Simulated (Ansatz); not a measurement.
# C18Se: the cost of one run

Method: DFT PBEsol, plane waves, PAW, scalar-relativistic, no spin polarisation, in Ansatz 0.2.0.

1 further run of the same task is left out (it didn't finish).

**1. The system as given**

The cell holds 19 atoms (C18Se): a = 7.398 Å, b = 7.398 Å, c = 11.000 Å, α = 90.00°, β = 90.00°, γ = 120.00°.

Coordinates:

```xyz
19
Lattice="7.3980 0.0000 0.0000 -3.6990 6.4069 0.0000 0.0000 0.0000 11.0000" Properties=species:S:1:pos:R:3 pbc="T T T"
C     0.0000    0.0000    1.0000
C     1.2330    0.7119    1.0000
C    -1.2330    2.1356    1.0000
C     0.0000    2.8475    1.0000
C    -2.4660    4.2712    1.0000
C    -1.2330    4.9831    1.0000
C     2.4660    0.0000    1.0000
C     3.6990    0.7119    1.0000
C     1.2330    2.1356    1.0000
C     2.4660    2.8475    1.0000
C     0.0000    4.2712    1.0000
C     1.2330    4.9831    1.0000
C     4.9320    0.0000    1.0000
C     6.1650    0.7119    1.0000
C     3.6990    2.1356    1.0000
C     4.9320    2.8475    1.0000
C     2.4660    4.2712    1.0000
C     3.6990    4.9831    1.0000
Se   -0.7331    1.8901    2.9400
```

**2. Relaxing end A**

The input, input.yaml:

```yaml
crystal:
  lattice:
    - [7.398, 0.0, 0.0]
    - [-3.699, 6.406856, 0.0]
    - [0.0, 0.0, 11.0]
  atoms:
    - { symbol: C, position: [0.0, 0.0, 0.0909091] }
    - { symbol: C, position: [0.2222222, 0.1111111, 0.0909091] }
    - { symbol: C, position: [0.0, 0.3333333, 0.0909091] }
    - { symbol: C, position: [0.2222222, 0.4444444, 0.0909091] }
    - { symbol: C, position: [0.0, 0.6666667, 0.0909091] }
    - { symbol: C, position: [0.2222222, 0.7777778, 0.0909091] }
    - { symbol: C, position: [0.3333333, 0.0, 0.0909091] }
    - { symbol: C, position: [0.5555556, 0.1111111, 0.0909091] }
    - { symbol: C, position: [0.3333333, 0.3333333, 0.0909091] }
    - { symbol: C, position: [0.5555556, 0.4444444, 0.0909091] }
    - { symbol: C, position: [0.3333333, 0.6666667, 0.0909091] }
    - { symbol: C, position: [0.5555556, 0.7777778, 0.0909091] }
    - { symbol: C, position: [0.6666667, 0.0, 0.0909091] }
    - { symbol: C, position: [0.8888889, 0.1111111, 0.0909091] }
    - { symbol: C, position: [0.6666667, 0.3333333, 0.0909091] }
    - { symbol: C, position: [0.8888889, 0.4444444, 0.0909091] }
    - { symbol: C, position: [0.6666667, 0.6666667, 0.0909091] }
    - { symbol: C, position: [0.8888889, 0.7777778, 0.0909091] }
    - { symbol: Se, position: [0.048417, 0.2950149, 0.2672727] }
basis:
  ecutwfc: 420.0
kpoints:
  mp_grid: { grid: [2, 2, 1] }
hamiltonian:
  xc: pbesol
scf:
  occupations: { method: gaussian, width: 0.02 }
  lower_state_search: "off"
relax:
  f_tol: 0.03
  max_steps: 60
  adjacent_minimum: "off"
```

Launch:

```bash
$ ansatz run input.yaml --threads 1 --pin off --max-ram 3072MiB --backend cpu --events-out ev --progress --plain --runs-dir out
```

Q: Estimate wall time and peak memory on 1 thread of Arm Neoverse V1, shared host.

About 62 s, with a peak of 0.63 GiB.
